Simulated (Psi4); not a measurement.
# CH2NSn (SMILES N#[C][SnH2]): UPBE/def2-SVPD (core potential), part 2 of 2

Psi4 1.11. Earlier steps stand in the parts before.

## 3. The singlet anion, same level

Input file ch2nsn.xyz:

```xyz
5
CH2NSn
N      0.833800    -1.535700     1.665600
C      0.506000    -0.851500     0.796000
Sn     0.009600     0.331100    -0.886300
H     -1.648500     0.038200    -1.184000
H      0.349000     1.944400    -0.432600
```

Input file run.py:

```python
import psi4

psi4.set_memory('2200 MB')
psi4.set_num_threads(1)
psi4.set_output_file('ch2nsn.out', False)

with open('ch2nsn.xyz') as f:
    atoms = ''.join(f.readlines()[2:])
molecule = psi4.geometry('-1 1\n' + atoms + 'symmetry c1')

psi4.set_options({
    'basis': 'def2-SVPD',
    'reference': 'rks',
    'puream': True,
    'e_convergence': 1e-09,
    'd_convergence': 1e-08,
    'scf_type': 'pk',
    'dft_radial_points': 99,
    'dft_spherical_points': 590,
})

E, wfn = psi4.gradient("pbe", molecule=molecule, return_wfn=True)
psi4.oeprop(wfn, "MULLIKEN_CHARGES", "QUADRUPOLE", "DIPOLE")
print('gradient / Eh bohr^-1')
print(E.np.round(6))
print(f'energy = {wfn.energy():.10f} Eh')
```

On the command line:

```console
$ python run.py
```

ch2nsn.out:

```text
Psi4 1.11 release

gradient() will perform analytic gradient computation.

   => Loading Basis Set <=

    Name: DEF2-SVPD
    Role: ORBITAL
    Keyword: BASIS

    !!!  WARNING: ECP capability is in beta. Please check occupations closely.  !!!

         ---------------------------------------------------------
                                   SCF
                              RKS Reference
                        1 Threads,   2098 MiB Core
         ---------------------------------------------------------

  ==> Geometry <==

    Molecular point group: c1
    Full point group: C1

    Geometry (in Angstrom), charge = -1, multiplicity = 1:

       Center              X                  Y                   Z               Mass
    ------------   -----------------  -----------------  -----------------  -----------------
         N            0.714890822491    -1.603136112050     2.172783488986    14.003074004430
         C            0.387090822491    -0.918936112050     1.303183488986    12.000000000000
         SN          -0.109309177509     0.263663887950    -0.379116511014   119.902201630000
         H           -1.767409177509    -0.029236112050    -0.676816511014     1.007825032230
         H            0.230090822491     1.876963887950     0.074583488986     1.007825032230

  Running in c1 symmetry.

  Rotational constants: A =      3.10841  B =      0.09820  C =      0.09661 [cm^-1]
  Rotational constants: A =  93187.79463  B =   2944.07152  C =   2896.33817 [MHz]
  Nuclear repulsion =   94.907877767547262

  Charge       = -1
  Multiplicity = 1
  Electrons    = 38
  Nalpha       = 19
  Nbeta        = 19

  ==> Algorithm <==

  SCF Algorithm Type is PK.
  DIIS enabled.
  MOM disabled.
  Fractional occupation disabled.
  Guess Type is SAD.
  Energy threshold   = 1.00e-09
  Density threshold  = 1.00e-08
  Integral threshold = 1.00e-12

  ==> Primary Basis <==

  Basis Set: DEF2-SVPD
    Blend: DEF2-SVPD
    Number of shells: 36
    Number of basis functions: 88
    Number of Cartesian functions: 95
    Spherical Harmonics?: true
    Max angular momentum: 2

  Core potential: DEF2-SVPD
    Number of shells: 4
    Number of ECP primitives: 18
    Number of ECP core electrons: 28
    Max angular momentum: 3

  ==> DFT Potential <==

   => LibXC <=

    Version 7.1.2

   => Composite Functional: PBE <=

    PBE GGA Exchange-Correlation Functional

    Deriv               =              1
    GGA                 =           TRUE
    Meta                =          FALSE

    Exchange Hybrid     =          FALSE
    MP2 Hybrid          =          FALSE

   => Exchange Functionals <=

    1.0000     XC_GGA_X_PBE

   => Correlation Functionals <=

    1.0000     XC_GGA_C_PBE

   => LibXC Density Thresholds  <==

    XC_GGA_C_PBE:  1.00E-12
    XC_GGA_X_PBE:  1.00E-15

   => Molecular Quadrature <=

    Radial Scheme          =       TREUTLER
    Pruning Scheme         =           NONE
    Nuclear Scheme         =       TREUTLER

    Blocking Scheme        =         OCTREE
    BS radius alpha        =              1
    Pruning alpha          =              1
    Radial Points          =             99
    Spherical Points       =            590
    Total Points           =         281407
    Total Blocks           =           2105
    Max Points             =            256
    Max Functions          =             88
    Weights Tolerance      =       1.00E-15

  ==> Integral Setup <==

  Using in-core PK algorithm.
   Calculation information:
      Number of atoms:                   5
      Number of AO shells:              36
      Number of primitives:             65
      Number of atomic orbitals:        95
      Number of basis functions:        88

      Integral cutoff                 1.00e-12
      Number of threads:                 1

  Performing in-core PK
  Using 15338972 doubles for integral storage.
  We computed 216203 shell quartets total.
  Whereas there are 222111 unique shell quartets.

  ==> DiskJK: Disk-Based J/K Matrices <==

    J tasked:                  Yes
    K tasked:                   No
    wK tasked:                  No
    Memory [MiB]:              942
    Schwarz Cutoff:          1E-12

  Cached 100.0% of DFT collocation blocks in 0.616 [GiB].

  Minimum eigenvalue in the overlap matrix is 3.6604157712E-04.
  Reciprocal condition number of the overlap matrix is 5.9405633454E-05.
    Using symmetric orthogonalization.

  ==> Pre-Iterations <==

  SCF Guess: Superposition of Atomic Densities via on-the-fly atomic UHF (no occupation information).

   -------------------------
    Irrep   Nso     Nmo
   -------------------------
     A         88      88
   -------------------------
    Total      88      88
   -------------------------

  ==> Iterations <==

                        Total Energy        Delta E     RMS |[F,P]|

   @RKS iter SAD:  -306.81360052706532   -3.06814e+02   0.00000e+00
   @RKS iter   1:  -307.70713944622656   -8.93539e-01   9.30281e-03 ADIIS/DIIS
   @RKS iter   2:  -306.95426306904034    7.52876e-01   1.52779e-02 ADIIS/DIIS
   @RKS iter   3:  -308.08204779771728   -1.12778e+00   5.07619e-03 ADIIS/DIIS
   @RKS iter   4:  -308.14711381977133   -6.50660e-02   2.76373e-03 ADIIS/DIIS
   @RKS iter   5:  -308.17016085873848   -2.30470e-02   7.95024e-04 ADIIS/DIIS
   @RKS iter   6:  -308.17482238681629   -4.66153e-03   1.08911e-04 ADIIS/DIIS
   @RKS iter   7:  -308.17487030058976   -4.79138e-05   3.47391e-05 DIIS
   @RKS iter   8:  -308.17487635535497   -6.05477e-06   3.76390e-06 DIIS
   @RKS iter   9:  -308.17487642006063   -6.47057e-08   1.87553e-06 DIIS
   @RKS iter  10:  -308.17487644135014   -2.12895e-08   2.86951e-07 DIIS
   @RKS iter  11:  -308.17487644170723   -3.57090e-10   3.74197e-08 DIIS
   @RKS iter  12:  -308.17487644171064   -3.41061e-12   1.89102e-08 DIIS
   @RKS iter  13:  -308.17487644171376   -3.12639e-12   3.10462e-09 DIIS
  Energy and wave function converged.

  ==> Post-Iterations <==

   Electrons on quadrature grid:
      Ntotal   =   37.9999998015 ; deviation = -1.985e-07

    Orbital Energies [Eh]
    ---------------------

    Doubly Occupied:

       1A    -13.803705     2A     -9.733849     3A     -4.683000
       4A     -3.066112     5A     -3.063491     6A     -3.059045
       7A     -0.732870     8A     -0.730206     9A     -0.723641
      10A     -0.722528    11A     -0.721103    12A     -0.627856
      13A     -0.297920    14A     -0.179063    15A     -0.137434
      16A     -0.130684    17A     -0.118370    18A     -0.103609
      19A      0.025580

    Virtual:

      20A      0.126642    21A      0.144263    22A      0.147403
      23A      0.165345    24A      0.190369    25A      0.195974
      26A      0.223471    27A      0.236463    28A      0.244905
      29A      0.247949    30A      0.255265    31A      0.280224
      32A      0.303428    33A      0.331665    34A      0.341866
      35A      0.379259    36A      0.389014    37A      0.391075
      38A      0.419631    39A      0.419717    40A      0.432952
      41A      0.445470    42A      0.482877    43A      0.491532
      44A      0.492338    45A      0.542577    46A      0.567965
      47A      0.570612    48A      0.632198    49A      0.637030
      50A      0.660560    51A      0.700155    52A      0.733390
      53A      0.740968    54A      0.751616    55A      0.784551
      56A      0.800376    57A      0.805823    58A      0.870054
      59A      0.897838    60A      0.944128    61A      1.025503
      62A      1.032290    63A      1.111474    64A      1.247904
      65A      1.260723    66A      1.338671    67A      1.357190
      68A      1.650891    69A      1.766404    70A      1.815925
      71A      1.854687    72A      1.860016    73A      1.900254
      74A      1.901724    75A      1.913382    76A      1.919558
      77A      1.947922    78A      2.119315    79A      2.536297
      80A      2.537628    81A      2.689158    82A      2.981244
      83A      2.981470    84A      3.562168    85A     15.021725
      86A     15.765042    87A     16.133441    88A     52.367556

    Final Occupation by Irrep:
              A
    DOCC [    19 ]
    NA   [    19 ]
    NB   [    19 ]

  @RKS Final Energy:  -308.17487644171376

   => Energetics <=

    Nuclear Repulsion Energy =             94.9078777675472622
    One-Electron Energy =                -699.0360347645889760
    Two-Electron Energy =                 327.0482050441393085
    DFT Exchange-Correlation Energy =     -31.0949244888113192
    Empirical Dispersion Energy =           0.0000000000000000
    VV10 Nonlocal Energy =                  0.0000000000000000
    Total Energy =                       -308.1748764417137636

Computation Completed

Properties will be evaluated at   0.000000,   0.000000,   0.000000 [a0]

Properties computed using the SCF density matrix

 Multipole Moments:

 ------------------------------------------------------------------------------------
     Multipole            Electronic (a.u.)      Nuclear  (a.u.)        Total (a.u.)
 ------------------------------------------------------------------------------------

 L = 1.  Multiply by 2.5417464519 to convert [e a0] to [Debye]
 Dipole X            :         -6.8401653            6.3960812           -0.4440841
 Dipole Y            :         17.9844643          -17.1723876            0.8120767
 Dipole Z            :        -27.5016244           26.6182836           -0.8833407
 Magnitude           :                                                    1.2794413

 ------------------------------------------------------------------------------------

	total time  =         25 seconds =       0.42 minutes

         ------------------------------------------------------------
                                   SCF GRAD
         ------------------------------------------------------------

  ==> Geometry <==

    Molecular point group: c1
    Full point group: C1

    Geometry (in Angstrom), charge = -1, multiplicity = 1:

       Center              X                  Y                   Z               Mass
    ------------   -----------------  -----------------  -----------------  -----------------
         N            0.714890822491    -1.603136112050     2.172783488986    14.003074004430
         C            0.387090822491    -0.918936112050     1.303183488986    12.000000000000
         SN          -0.109309177509     0.263663887950    -0.379116511014   119.902201630000
         H           -1.767409177509    -0.029236112050    -0.676816511014     1.007825032230
         H            0.230090822491     1.876963887950     0.074583488986     1.007825032230

  Nuclear repulsion =   94.907877767547262

  ==> Basis Set <==

  Basis Set: DEF2-SVPD
    Blend: DEF2-SVPD
    Number of shells: 36
    Number of basis functions: 88
    Number of Cartesian functions: 95
    Spherical Harmonics?: true
    Max angular momentum: 2

  Core potential: DEF2-SVPD
    Number of shells: 4
    Number of ECP primitives: 18
    Number of ECP core electrons: 28
    Max angular momentum: 3

  ==> DirectJKGrad: Integral-Direct SCF Gradients <==

    Gradient:                    1
    J tasked:                  Yes
    K tasked:                   No
    wK tasked:                  No
    Integrals threads:           1
    Schwarz Cutoff:          1E-12

  ==> DFT Potential <==

   => LibXC <=

    Version 7.1.2

   => Composite Functional: PBE <=

    PBE GGA Exchange-Correlation Functional

    Deriv               =              1
    GGA                 =           TRUE
    Meta                =          FALSE

    Exchange Hybrid     =          FALSE
    MP2 Hybrid          =          FALSE

   => Exchange Functionals <=

    1.0000     XC_GGA_X_PBE

   => Correlation Functionals <=

    1.0000     XC_GGA_C_PBE

   => LibXC Density Thresholds  <==

    XC_GGA_C_PBE:  1.00E-12
    XC_GGA_X_PBE:  1.00E-15

   => Molecular Quadrature <=

    Radial Scheme          =       TREUTLER
    Pruning Scheme         =           NONE
    Nuclear Scheme         =       TREUTLER

    Blocking Scheme        =         OCTREE
    BS radius alpha        =              1
    Pruning alpha          =              1
    Radial Points          =             99
    Spherical Points       =            590
    Total Points           =         281407
    Total Blocks           =           2105
    Max Points             =            256
    Max Functions          =             88
    Weights Tolerance      =       1.00E-15

  -Total Gradient:
     Atom            X                  Y                   Z
    ------   -----------------  -----------------  -----------------
       1       -0.021033293452     0.039358052543    -0.044159640223
       2        0.025194387392    -0.034349155845     0.020356510303
       3       -0.030806227568     0.012696370326     0.049702043552
       4        0.018782027746    -0.003642445922    -0.010896654781
       5        0.007862994192    -0.014063729112    -0.014999743155

	total time  =         12 seconds =       0.20 minutes

Properties will be evaluated at   0.000000,   0.000000,   0.000000 [a0]
OEProp: No title given, name of density matrix used for the following properties is 'SCF density'

 Multipole Moments:

 ------------------------------------------------------------------------------------
     Multipole            Electronic (a.u.)      Nuclear  (a.u.)        Total (a.u.)
 ------------------------------------------------------------------------------------

 L = 1.  Multiply by 2.5417464519 to convert [e a0] to [Debye]
 Dipole X            :         -6.8401653            6.3960812           -0.4440841
 Dipole Y            :         17.9844643          -17.1723876            0.8120767
 Dipole Z            :        -27.5016244           26.6182836           -0.8833407
 Magnitude           :                                                    1.2794413

 L = 2.  Multiply by 1.3450342976 to convert [e a0^2] to [Debye ang]
 Quadrupole XX       :        -62.6947877           28.2687704          -34.4260173
 Quadrupole XY       :         39.1061063          -36.8078814            2.2982249
 Quadrupole XZ       :        -58.9306759           57.2259419           -1.7047340
 Quadrupole YY       :       -137.8386321          100.3834809          -37.4551512
 Quadrupole YZ       :        125.5544762         -120.0144015            5.5400747
 Quadrupole ZZ       :       -209.7687391          167.3484127          -42.4203264
 Traceless XX        :         74.0725986          -70.3981176            3.6744810
 Traceless YY        :         -1.0712458            1.7165929            0.6453471
 Traceless ZZ        :        -73.0013528           68.6815247           -4.3198281

 ------------------------------------------------------------------------------------
  Mulliken Charges: (a.u.)
   Center  Symbol    Alpha    Beta     Spin     Total
       1     N     3.61730  3.61730  0.00000 -0.23459
       2     C     3.03340  3.03340  0.00000 -0.06680
       3    SN    11.37648 11.37648  0.00000 -0.75295
       4     H     0.48641  0.48641  0.00000  0.02717
       5     H     0.48641  0.48641  0.00000  0.02718

   Total alpha = 19.00000, Total beta = 19.00000, Total charge = -1.00000
```

On the terminal:

```text
gradient / Eh bohr^-1
[[-0.021033  0.039358 -0.04416 ]
 [ 0.025194 -0.034349  0.020357]
 [-0.030806  0.012696  0.049702]
 [ 0.018782 -0.003642 -0.010897]
 [ 0.007863 -0.014064 -0.015   ]]
energy = -308.1748764417 Eh
```

Wall time 40 s (1 thread of AMD EPYC 7R43 (Zen 3), shared host); peak memory 0.95 GiB.

## 4. Results

This closing draws on all 2 parts.

Level: UPBE/def2-SVPD (core potential).

| quantity | value |
| --- | --- |
| doublet CH2NSn: total energy | -308.09863 Eh |
| doublet CH2NSn: dipole moment | 4.15 D |
| doublet CH2NSn: HOMO energy (highest over α and β) | -5.99 eV |
| doublet CH2NSn: LUMO energy (lowest over α and β) | -4.87 eV |
| doublet CH2NSn: ⟨S²⟩ | 0.751 |
| doublet CH2NSn: largest force on an atom | 2.520 eV/Å |
| singlet anion: total energy | -308.17488 Eh |
| singlet anion: HOMO energy | 0.70 eV |
| singlet anion: LUMO energy | 3.45 eV |
| singlet anion: HOMO–LUMO gap (to an unbound level, set by the basis) | 2.75 eV |
| singlet anion: largest force on an atom | 3.228 eV/Å |
| vertical electron affinity (to the singlet anion) | 2.075 eV |

In words: At fixed nuclei the extra electron is bound by 2.07 eV (48 kcal/mol). The largest force (doublet CH2NSn) is 2.52 eV/Å: the shape isn't a stationary point for this species at this level. The HOMO (singlet anion) lies at positive energy, 0.70 eV, as semi-local functionals often give for anions; only total energies tell whether the electron is bound.
